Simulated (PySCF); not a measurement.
**C3H12O2Si3: geometry, NMR shifts and electronic excitations**

What NMR shifts and electronic excitations should C3H12O2Si3 (`C=C(C)[SiH2]O[SiH2]O[SiH3]`) show?

The runs use PySCF 2.14.0, with density-fitted response routines of our own; the level of theory stands in each step. All values are computed, except where a source is named. Atoms are numbered from 0 throughout.

## Step 1: The molecule as given

20 atoms, charge 0, multiplicity 1; geometry from: GFN2-xTB. The atoms were then displaced at random by about 0.01 Å, so the start is not that level's minimum.

Bonds of the start (Å): C0–C1 1.36, C1–C2 1.52, C1–Si3 1.91, Si3–O4 1.59, O4–Si5 1.61, Si5–O6 1.62, O6–Si7 1.63, C0–H8 1.06, C0–H9 1.07, C2–H10 1.07, C2–H11 1.09, C2–H12 1.10, Si3–H13 1.51, Si3–H14 1.44, Si5–H15 1.47, Si5–H16 1.45, Si7–H17 1.47, Si7–H18 1.45, Si7–H19 1.47.

## Step 2: Relaxing the molecule at PBE0-D3(BJ)/def2-SVP

Job settings and geometry (Å):

```
{"job": {"xc": "PBE0", "basis": "def2-SVP", "d3": "d3bj", "grid": 1, "shake": 0.01, "kind": "geom"}, "charge": 0, "multiplicity": 1}
C     -1.044080    -1.540730    -0.589800
C     -1.584420    -0.308950    -0.424810
C     -2.745250     0.176520    -1.269550
Si    -0.889730     0.907980     0.866940
O      0.296050     0.254120     1.709230
Si     1.802460    -0.314590     1.762750
O      2.562790    -0.112920     0.347650
Si     2.609730     0.410200    -1.192580
H     -0.241060    -1.859450     0.024330
H     -1.444260    -2.210760    -1.322970
H     -3.085430    -0.595630    -1.934340
H     -2.414650     1.048950    -1.834900
H     -3.579420     0.498160    -0.632210
H     -1.931700     1.187150     1.917220
H     -0.454950     2.118720     0.214540
H      2.528610     0.484670     2.756350
H      1.723300    -1.744350     1.985680
H      1.574890    -0.308510    -1.957800
H      3.954770     0.072680    -1.600930
H      2.311330     1.852140    -1.204400
```

The run is started by

```sh
OMP_NUM_THREADS=1 python probes_run.py task.json out
```

One launch serves the whole session: the jobs run in the order shown.

Log:

```text
step   0  E = -1139.44863719  max force = 0.048588
step   1  E = -1139.46326047  max force = 0.004784
step   2  E = -1139.46346640  max force = 0.001749
step   3  E = -1139.46350782  max force = 0.000909
step   4  E = -1139.46355792  max force = 0.002000
step   5  E = -1139.46375251  max force = 0.005431
step   6  E = -1139.46407762  max force = 0.005581
step   7  E = -1139.46474629  max force = 0.002718
step   8  E = -1139.46396267  max force = 0.004134
step   9  E = -1139.46496755  max force = 0.002351
step  10  E = -1139.46507923  max force = 0.001398
step  11  E = -1139.46515112  max force = 0.000977
step  12  E = -1139.46518974  max force = 0.001453
step  13  E = -1139.46521470  max force = 0.001834
step  14  E = -1139.46524145  max force = 0.001178
step  15  E = -1139.46525467  max force = 0.000807
step  16  E = -1139.46525756  max force = 0.000718
step  17  E = -1139.46526097  max force = 0.000578
step  18  E = -1139.46526519  max force = 0.000494
step  19  E = -1139.46527222  max force = 0.000425
optimisation converged
```

Wall time 14 min (1 thread of Intel Xeon at 2.50GHz, shared host); peak memory 0.97 GiB.

Step by step: (the energy doesn't fall at every step)

```
step  energy from step 0 (eV)  largest force component (eV/Å)
   0                   0.0000                          2.4985
   1                  -0.3979                          0.2460
   2                  -0.4035                          0.0899
   3                  -0.4047                          0.0467
   4                  -0.4060                          0.1028
   5                  -0.4113                          0.2793
   6                  -0.4202                          0.2870
   7                  -0.4384                          0.1398
   8                  -0.4170                          0.2126
   9                  -0.4444                          0.1209
  10                  -0.4474                          0.0719
  11                  -0.4494                          0.0502
  12                  -0.4504                          0.0747
  13                  -0.4511                          0.0943
  14                  -0.4518                          0.0606
  15                  -0.4522                          0.0415
  16                  -0.4523                          0.0369
  17                  -0.4524                          0.0297
  18                  -0.4525                          0.0254
  19                  -0.4527                          0.0219
```

Distances of close pairs at the start and the end, largest changes first:

```
   bond  before (Å)  after (Å)  change (Å)
 Si3–O4       1.595      1.662      +0.067
Si3–H14       1.442      1.497      +0.054
Si7–H18       1.446      1.492      +0.046
 O4–Si5       1.611      1.653      +0.042
Si5–H16       1.449      1.488      +0.039
  C0–H8       1.060      1.095      +0.035
 C1–Si3       1.906      1.877      -0.028
 O6–Si7       1.627      1.654      +0.027
```

The final coordinates are the input of the step that follows.

```
                         at the end point                value
  point group (found at 0.08 Å tolerance)                   C1
rotational constants (GHz, main isotopes)  1.383, 0.936, 0.665
                        dipole moment (D)                 1.41
```

## Step 3: Nuclear shieldings: PBE0/pcSseg-1

Job settings and geometry (Å):

```
{"job": {"kind": "nmr", "xc": "PBE0", "basis": "pcSseg-1"}, "charge": 0, "multiplicity": 1}
C     -0.969843    -1.491269    -0.340900
C     -1.432660    -0.234558    -0.277598
C     -2.326083     0.352102    -1.331228
Si    -0.957280     0.848922     1.180028
O      0.329453     0.177443     1.989716
Si     1.908121    -0.238139     1.727158
O      2.320627     0.012305     0.153422
Si     2.084179     0.199140    -1.473395
H     -0.326026    -1.912144     0.438531
H     -1.225086    -2.158385    -1.173528
H     -2.571718    -0.380813    -2.114934
H     -1.848352     1.222644    -1.811766
H     -3.273223     0.715895    -0.897650
H     -2.091089     0.972506     2.141755
H     -0.602121     2.215045     0.682433
H      2.780081     0.609911     2.581211
H      2.067189    -1.681423     2.053057
H      1.741529    -1.105697    -2.111071
H      3.351153     0.717100    -2.066040
H      0.986511     1.179319    -1.728034
```

Level: GIAO PBE0/pcSseg-1 NMR shielding, non-relativistic, gas phase.

Log:

```text
coarse grid: 17744 points
cycle   1  E = -1139.6056122992  dE =  5.908e-01  |g| = 1.034e+00  |ddm| = 4.033e+00
cycle   2  E = -1139.2939918607  dE =  3.116e-01  |g| = 1.641e+00  |ddm| = 2.013e+00
cycle   3  E = -1139.7946452274  dE = -5.007e-01  |g| = 1.167e-01  |ddm| = 1.431e+00
cycle   4  E = -1139.7970924718  dE = -2.447e-03  |g| = 5.145e-02  |ddm| = 1.504e-01
cycle   5  E = -1139.7977450855  dE = -6.526e-04  |g| = 1.363e-02  |ddm| = 5.373e-02
cycle   6  E = -1139.7977834699  dE = -3.838e-05  |g| = 5.228e-03  |ddm| = 1.471e-02
cycle   7  E = -1139.7977903476  dE = -6.878e-06  |g| = 8.496e-04  |ddm| = 5.040e-03
final grid: 156288 points
cycle   8  E = -1139.8639046756  dE = -2.594e-05  |g| = 1.031e-02  |ddm| = 2.864e-02
cycle   9  E = -1139.8638824343  dE =  2.224e-05  |g| = 1.505e-02  |ddm| = 1.769e-02
cycle  10  E = -1139.8639249636  dE = -4.253e-05  |g| = 1.146e-03  |ddm| = 1.082e-02
cycle  11  E = -1139.8639252417  dE = -2.781e-07  |g| = 1.836e-04  |ddm| = 1.084e-03
cycle  12  E = -1139.8639252502  dE = -8.476e-09  |g| = 4.572e-05  |ddm| = 2.291e-04
cycle  13  E = -1139.8639252506  dE = -3.997e-10  |g| = 1.920e-05  |ddm| = 6.299e-05
converged SCF energy = -1139.8639252506

GIAO shielding tensors (ppm)
atom      isotropic    diamagn.    paramagn.     s11        s22        s33       span
  0 C       45.994     257.954    -211.960    -74.961     60.707    152.237    227.198
  1 C       31.264     268.332    -237.068    -84.421      7.427    170.787    255.207
  2 C      161.646     246.975     -85.329    147.556    152.709    184.673     37.117
  3 Si     379.391     882.702    -503.312    336.729    360.167    441.276    104.547
  4 O      275.395     402.983    -127.589    235.723    251.217    339.244    103.521
  5 Si     391.729     879.867    -488.138    376.919    394.593    403.674     26.755
  6 O      295.714     401.983    -106.269    246.738    274.945    365.459    118.721
  7 Si     390.264     880.087    -489.823    353.494    359.970    457.329    103.835
  8 H       25.202      35.739     -10.538     21.752     24.916     28.937      7.185
  9 H       24.996      32.955      -7.960     21.433     25.289     28.265      6.832
 10 H       29.343      29.757      -0.414     25.870     27.783     34.376      8.507
 11 H       29.301      30.807      -1.506     25.532     28.162     34.210      8.678
 12 H       29.430      28.127       1.303     25.372     27.585     35.334      9.962
 13 H       26.157      29.454      -3.296     22.599     24.762     31.110      8.511
 14 H       26.149      31.773      -5.624     23.341     25.061     30.046      6.705
 15 H       26.260      27.501      -1.241     22.750     23.810     32.220      9.471
 16 H       26.202      29.442      -3.240     23.307     23.677     31.622      8.315
 17 H       26.346      31.142      -4.796     23.283     25.462     30.292      7.010
 18 H       26.264      28.192      -1.928     22.811     24.392     31.590      8.780
 19 H       26.509      33.082      -6.573     23.054     26.818     29.655      6.601
```

It took 2 min on 1 thread of Intel Xeon at 2.50GHz, shared host; peak memory 1.1 GiB.

The references, computed at this level on geometries of the same kind, shield at (ppm): ¹H TMS 31.27, ¹³C TMS 184.4, ²⁹Si TMS 352.0, ¹⁷O H2O 334.6. Their shielding less the atom's gives the shift. The references are single molecules in the gas phase, so shifts against H2O, NH3, PH3, H3PO4 or CFCl3 are not on the usual liquid scales and can be off by tens of ppm. Atoms listed in one row are averaged.

```
        atoms                           environment  σ (ppm)  δ (ppm)  δ scaled to CDCl3
           C1       fully substituted alkene carbon     31.3    153.1              148.2
           C0                  terminal =CH2 carbon     46.0    138.4              133.9
           C2                 allylic methyl carbon    161.6     22.8               21.6
           H9    hydrogen on a terminal =CH2 carbon    25.00     6.27               6.16
           H8    hydrogen on a terminal =CH2 carbon    25.20     6.07               5.96
     H13, H14  hydrogen on a silicon bonded to C, O    26.15     5.11                  –
     H15, H16   hydrogen on a silicon bonded to 2 O    26.23     5.04                  –
H17, H18, H19     hydrogen on a silicon bonded to O    26.37     4.89                  –
H10, H11, H12  hydrogen on an allylic methyl carbon    29.36     1.91               2.03
          Si3           silicon bonded to C, O, 2 H    379.4    -27.4                  –
          Si7              silicon bonded to O, 3 H    390.3    -38.3                  –
          Si5            silicon bonded to 2 O, 2 H    391.7    -39.7                  –
           O4                 oxygen bonded to 2 Si    275.4     59.2                  –
           O6                 oxygen bonded to 2 Si    295.7     38.8                  –
```

The scaled column applies a straight-line fit of computed shieldings to shifts measured in CDCl3 (root-mean-square error 0.21 ppm for H, 2.0 ppm for C).

Charges from the same density, by scheme (e):

```
atoms  Mulliken    IAO  Hirshfeld  ESP fit
   C0     -0.12  -0.29      -0.09    -0.51
   C1     -0.62  -0.27      -0.08     0.10
   C2     -0.20  -0.41      -0.11    -0.48
  Si3      0.90   0.98       0.39     0.54
   O4     -0.77  -0.87      -0.31    -0.48
  Si5      1.04   1.19       0.46     0.71
   O6     -0.76  -0.88      -0.31    -0.45
  Si7      0.73   0.85       0.38     0.55
```

Mayer bond orders: C0–C1 1.95, C1–C2 1.04, C1–Si3 0.84, Si3–O4 0.90, O4–Si5 0.92, Si5–O6 0.91, O6–Si7 0.89.

## Step 4: Ultraviolet spectrum: CAM-B3LYP/def2-SVPD

The job, as its differences from that of step 3:

```diff
@@ -1,2 +1,2 @@
-{"job": {"kind": "nmr", "xc": "PBE0", "basis": "pcSseg-1"}, "charge": 0, "multiplicity": 1}
+{"job": {"kind": "uv", "xc": "CAM-B3LYP", "basis": "def2-SVPD", "ip": true}, "charge": 0, "multiplicity": 1}
 C     -0.969843    -1.491269    -0.340900
```

With the program's defaults for keys left out, this is: TDDFT CAM-B3LYP/def2-SVPD, vertical, gas phase, core orbitals frozen in the response.

Log:

```text
coarse grid: 17744 points
cycle   1  E = -1139.6880489213  dE =  6.038e-01  |g| = 9.889e-01  |ddm| = 8.348e+00
cycle   2  E = -1139.5370977700  dE =  1.510e-01  |g| = 1.353e+00  |ddm| = 3.700e+00
cycle   3  E = -1139.8756749133  dE = -3.386e-01  |g| = 7.395e-02  |ddm| = 1.755e+00
cycle   4  E = -1139.8768025047  dE = -1.128e-03  |g| = 3.532e-02  |ddm| = 2.948e-01
cycle   5  E = -1139.8771305824  dE = -3.281e-04  |g| = 7.556e-03  |ddm| = 9.322e-02
cycle   6  E = -1139.8771442337  dE = -1.365e-05  |g| = 2.708e-03  |ddm| = 2.853e-02
cycle   7  E = -1139.8771460186  dE = -1.785e-06  |g| = 6.490e-04  |ddm| = 5.840e-03
final grid: 156288 points
cycle   8  E = -1140.0474560001  dE = -2.663e-05  |g| = 2.526e-03  |ddm| = 9.725e-02
cycle   9  E = -1140.0474564803  dE = -4.802e-07  |g| = 2.374e-03  |ddm| = 1.217e-02
cycle  10  E = -1140.0474577967  dE = -1.316e-06  |g| = 3.444e-04  |ddm| = 3.748e-03
cycle  11  E = -1140.0474578169  dE = -2.022e-08  |g| = 2.058e-04  |ddm| = 8.137e-04
cycle  12  E = -1140.0474578266  dE = -9.658e-09  |g| = 2.515e-05  |ddm| = 3.944e-04
cycle  13  E = -1140.0474578267  dE = -1.651e-10  |g| = 1.340e-05  |ddm| = 7.958e-05
converged SCF energy = -1140.0474578267

Static polarisability (au): isotropic 116.787, principal 108.428 118.664 123.270

Singlet excitations
state   eV       nm        f      main configurations
  1   6.6055    187.7   0.00661   H-1->L 0.50, H-2->L 0.30
  2   6.7765    183.0   0.20871   H->L 0.91
  3   7.2724    170.5   0.03792   H->L+1 0.61, H->L+3 0.20
  4   7.4038    167.5   0.00797   H->L+2 0.57, H->L+3 0.25
  5   7.4813    165.7   0.00955   H-1->L+1 0.48, H-2->L+1 0.18, H-3->L+1 0.09
  6   7.6410    162.3   0.00726   H-1->L+3 0.49
  7   7.6823    161.4   0.00183   H->L+3 0.18, H-2->L+1 0.16, H->L+2 0.12
  8   7.8142    158.7   0.00246   H-3->L+1 0.29, H->L+3 0.15, H-2->L+1 0.09
  9   7.8730    157.5   0.01346   H-2->L 0.29, H-3->L 0.16, H->L+3 0.10
 10   8.0563    153.9   0.04562   H-3->L 0.27, H-1->L 0.19, H-2->L+3 0.13

Triplet excitations (Tamm-Dancoff, eV): 4.1434 6.0596 7.0501 7.1385
Vertical ionisation energy (delta-SCF) = 9.6632 eV
```

It took 23 min on 1 thread of Intel Xeon at 2.50GHz, shared host; peak memory 1.4 GiB.

The orbitals next to the gap, with their largest atomic shares:

```
orbital      eV                        atoms
 HOMO−3  -10.26  O6 23 %, Si7 16 %, H19 13 %
 HOMO−2  -10.03    O6 17 %, O4 12 %, C1 11 %
 HOMO−1   -9.67   O4 18 %, Si5 13 %, C1 12 %
   HOMO   -9.00     C0 36 %, C1 33 %, C2 7 %
   LUMO    0.59    C0 28 %, C1 27 %, Si3 9 %
 LUMO+1    0.93  Si7 23 %, Si5 17 %, O6 10 %
 LUMO+2    1.10   Si7 23 %, C2 11 %, H19 8 %
```

With each of the 10 states as a Gaussian band of 0.4 eV half-width at 1/e, the curve within the window shown has maxima at 182 nm (ε 9,100), 157 nm (ε 2,800) L/(mol cm). Beyond the last state computed it falls off for lack of states. The curve at chosen wavelengths:

```
 nm  ε (L/mol/cm)
148          1217
150          1797
153          2511
155          2749
157          2805
160          2750
162          2764
164          2888
167          3336
169          3846
171          4561
174          6006
176          7098
178          8098
180          8809
183          9011
185          8511
187          7592
190          5769
192          4503
194          3348
197          1973
199          1316
201           844
204           406
206           239
```

Further results of this job:

```
           property  computed
  dipole moment (D)      1.33
polarisability (Å³)     17.31
 HOMO–LUMO gap (eV)      9.59
      −ε(HOMO) (eV)      9.00
```

## Step 5: NMR shieldings: HF/pcSseg-1

The job, as its differences from that of step 4:

```diff
@@ -1,2 +1,2 @@
-{"job": {"kind": "uv", "xc": "CAM-B3LYP", "basis": "def2-SVPD", "ip": true}, "charge": 0, "multiplicity": 1}
+{"job": {"kind": "nmr", "xc": "HF", "basis": "pcSseg-1", "pop": false}, "charge": 0, "multiplicity": 1}
 C     -0.969843    -1.491269    -0.340900
```

With the program's defaults for keys left out, this is: GIAO HF/pcSseg-1 NMR shielding, non-relativistic, gas phase.

Log:

```text
final grid: 156288 points
cycle   1  E = -1137.0272044115  dE =  7.425e-01  |g| = 7.945e-01  |ddm| = 3.902e+00
cycle   2  E = -1137.1474054759  dE = -1.202e-01  |g| = 4.718e-01  |ddm| = 8.803e-01
cycle   3  E = -1137.1869940132  dE = -3.959e-02  |g| = 8.385e-02  |ddm| = 3.277e-01
cycle   4  E = -1137.1893062445  dE = -2.312e-03  |g| = 1.196e-02  |ddm| = 1.328e-01
cycle   5  E = -1137.1893514335  dE = -4.519e-05  |g| = 3.061e-03  |ddm| = 2.030e-02
cycle   6  E = -1137.1893552162  dE = -3.783e-06  |g| = 1.273e-03  |ddm| = 5.533e-03
cycle   7  E = -1137.1893557303  dE = -5.141e-07  |g| = 3.462e-04  |ddm| = 1.726e-03
cycle   8  E = -1137.1893557851  dE = -5.481e-08  |g| = 8.073e-05  |ddm| = 6.597e-04
cycle   9  E = -1137.1893557881  dE = -3.024e-09  |g| = 3.075e-05  |ddm| = 1.559e-04
cycle  10  E = -1137.1893557885  dE = -3.524e-10  |g| = 7.746e-06  |ddm| = 5.438e-05
converged SCF energy = -1137.1893557885

GIAO shielding tensors (ppm)
atom      isotropic    diamagn.    paramagn.     s11        s22        s33       span
  0 C       51.782     257.651    -205.869    -87.336     81.981    160.702    248.038
  1 C       39.647     269.953    -230.306    -93.992     27.351    185.581    279.573
  2 C      170.711     243.788     -73.078    159.519    162.399    190.214     30.694
  3 Si     425.632     878.261    -452.629    392.123    412.738    472.036     79.913
  4 O      299.420     405.500    -106.080    267.677    284.840    345.744     78.066
  5 Si     441.894     875.756    -433.862    426.607    445.728    453.348     26.740
  6 O      314.448     404.710     -90.263    282.314    297.385    363.643     81.329
  7 Si     438.244     876.189    -437.946    411.155    418.320    485.257     74.101
  8 H       25.725      35.912     -10.188     22.147     25.202     29.825      7.677
  9 H       25.489      33.197      -7.708     21.683     25.189     29.596      7.913
 10 H       29.714      29.724      -0.010     25.658     28.204     35.281      9.622
 11 H       29.821      30.536      -0.715     25.733     28.521     35.211      9.478
 12 H       29.928      28.492       1.436     25.566     27.818     36.400     10.834
 13 H       27.097      29.673      -2.575     23.448     25.453     32.391      8.943
 14 H       27.168      31.754      -4.587     24.303     25.923     31.278      6.975
 15 H       27.333      27.886      -0.553     23.727     24.831     33.441      9.715
 16 H       27.325      29.663      -2.337     24.361     24.754     32.861      8.500
 17 H       27.373      31.202      -3.829     24.207     26.529     31.384      7.177
 18 H       27.232      28.508      -1.276     23.691     25.206     32.799      9.108
 19 H       27.555      33.029      -5.474     24.021     27.900     30.744      6.722
```

Wall time 54 s (1 thread of Intel Xeon at 2.50GHz, shared host); peak memory 1.1 GiB.

This run: δ C1 151.2, C0 139.1, C2 20.1, Si3 -32.2, H9 6.20, H8 5.96 ppm.

## Step 6: Comparing the runs: NMR shifts

Shifts (ppm) of some atoms, chosen among heavy atoms and hydrogens apart, means over like atoms, with basis size and wall time:

```
          run   H15   H17    Si3    Si7    Si5    O4    O6  functions   time
PBE0/pcSseg-1  5.04  4.89  -27.4  -38.3  -39.7  59.2  38.8        217  2 min
  HF/pcSseg-1  4.36  4.30  -32.2  -44.8  -48.5  33.9  18.9        217   54 s
```

## Step 7: Results

```
                                                              quantity                                   value
                                                           point group                                      C1
                                  rotational constants (main isotopes)                    1.38, 0.94, 0.67 GHz
                                ¹³C shifts against TMS (PBE0/pcSseg-1)                  153.1, 138.4, 22.8 ppm
¹H shifts against TMS (PBE0/pcSseg-1, means over atoms taken as alike)  6.27, 6.07, 5.11, 5.04, 4.89, 1.91 ppm
                               ²⁹Si shifts against TMS (PBE0/pcSseg-1)                 -27.4, -38.3, -39.7 ppm
                                ¹⁷O shifts against H2O (PBE0/pcSseg-1)                          59.2, 38.8 ppm
                                  lowest singlet (CAM-B3LYP/def2-SVPD)             6.61 eV (188 nm), f = 0.007
                              brightest single state of those computed             state 2, 6.78 eV, f = 0.209
                                                        lowest triplet                                 4.14 eV
                                     vertical ionisation energy (ΔSCF)                                 9.66 eV
                                              range of the shift of O4                        33.9 to 59.2 ppm
```

What this shows: Relaxing lowered the energy by 0.453 eV in 19 steps; the close pair that moved most is Si3–O4, from 1.595 to 1.662 Å. C1 (fully substituted alkene carbon) lies farthest downfield among carbon, at 153.1 ppm; as expected for a trigonal carbon in a double bond. At PBE0/pcSseg-1: The largest span, 255 ppm, is at C1, where the paramagnetic term is -237 ppm. The first singlet state (HOMO−1→LUMO 0.50, HOMO−2→LUMO 0.30) lies at 6.61 eV and is weak; of the 10 states computed, the strongest absorption comes from state 2 at 6.78 eV. The lowest triplet lies 2.46 eV below the lowest singlet (triplets in Tamm-Dancoff, singlets in full TDDFT). The orbital energy would give 9.00 eV for ionisation, ΔSCF gives 9.66 eV. In ppm, O4 moves most: its shift spreads over 25.3 ppm, from 33.9 (HF/pcSseg-1) to 59.2 (PBE0/pcSseg-1).
